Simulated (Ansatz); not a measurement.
# CH6OSi2: small, medium and large basis sets

How large a basis does CH6OSi2 need? Two functionals are run in growing sets.

The runs use Ansatz 0.2.0, Gaussian basis; one geometry, several basis sets.

Plan: PBE0-D4/def2-SVP; ωB97M-V/def2-SVP; PBE0-D4/def2-QZVPP; ωB97M-V/def2-QZVPP; the functionals' def2-TZVPP values are taken from earlier runs.

## 1. Structure used throughout

All runs share one geometry, relaxed beforehand with PBE0-D4 in a triple-zeta def2 set.

SMILES `O=C([SiH3])[SiH3]`, 10 atoms, charge 0, spin multiplicity 1.

Atoms are counted from 1 here; the program's logs count them from 0.

Bond lengths: O1–C2 1.212 Å, C2–Si3 1.942 Å, C2–Si4 1.942 Å, Si3–H5 1.488 Å, Si3–H6 1.488 Å, Si3–H7 1.482 Å, Si4–H8 1.482 Å, Si4–H9 1.488 Å, Si4–H10 1.488 Å. Angles: O1–C2–Si3 119.9°, O1–C2–Si4 119.9°, Si3–C2–Si4 120.3°, C2–Si3–H5 108.3°, C2–Si3–H6 108.3°, C2–Si3–H7 109.7°, H5–Si3–H6 108.2°, H5–Si3–H7 111.1°, H6–Si3–H7 111.1°, C2–Si4–H8 109.7°, C2–Si4–H9 108.3°, C2–Si4–H10 108.3°, H8–Si4–H9 111.1°, H8–Si4–H10 111.1°, H9–Si4–H10 108.2°.

## 2. PBE0-D4 in def2-SVP

Contents of in.yaml:

```yaml
crystal:
  periodic: [false, false, false]
  atoms:
    - {symbol: O, position_ang: [1.571284, -0.710476, -1.068959]}
    - {symbol: C, position_ang: [0.633605, -0.287530, -0.427836]}
    - {symbol: Si, position_ang: [-0.073302, 1.482795, -0.801127]}
    - {symbol: Si, position_ang: [-0.155312, -1.382578, 0.969163]}
    - {symbol: H, position_ang: [-1.508167, 1.344434, -1.168578]}
    - {symbol: H, position_ang: [0.012334, 2.292012, 0.444233]}
    - {symbol: H, position_ang: [0.700817, 2.109093, -1.899002]}
    - {symbol: H, position_ang: [0.551497, -2.683210, 1.044099]}
    - {symbol: H, position_ang: [-0.052696, -0.642376, 2.255477]}
    - {symbol: H, position_ang: [-1.596961, -1.573362, 0.655629]}
basis:
  gaussian: {orbitals: def2-SVP}
hamiltonian: {xc: pbe0, dispersion: d4}
output: {orbitals: {seedname: orbitals}}
```

Run with:

```console
ansatz run in.yaml --threads 2 --pin off --events-out ev --progress --plain --max-ram 4352MiB
```

After this run come: ωB97M-V in def2-SVP; PBE0-D4 in def2-QZVPP; ωB97M-V in def2-QZVPP.

**Question.** What will the summary of the whole plan be? Wanted: PBE0-D4: double and triple zeta above quadruple; ωB97M-V: double and triple zeta above quadruple.

As calculated:

| quantity | value |
| --- | --- |
| PBE0-D4: double and triple zeta above quadruple | 9.91, 0.71 eV |
| ωB97M-V: double and triple zeta above quadruple | 10.04, 0.66 eV |

**Reading.** PBE0-D4 gains 9.19 eV from double to triple zeta, then 0.71 eV more. Total energies overstate the basis error of differences, where much of it tends to cancel.
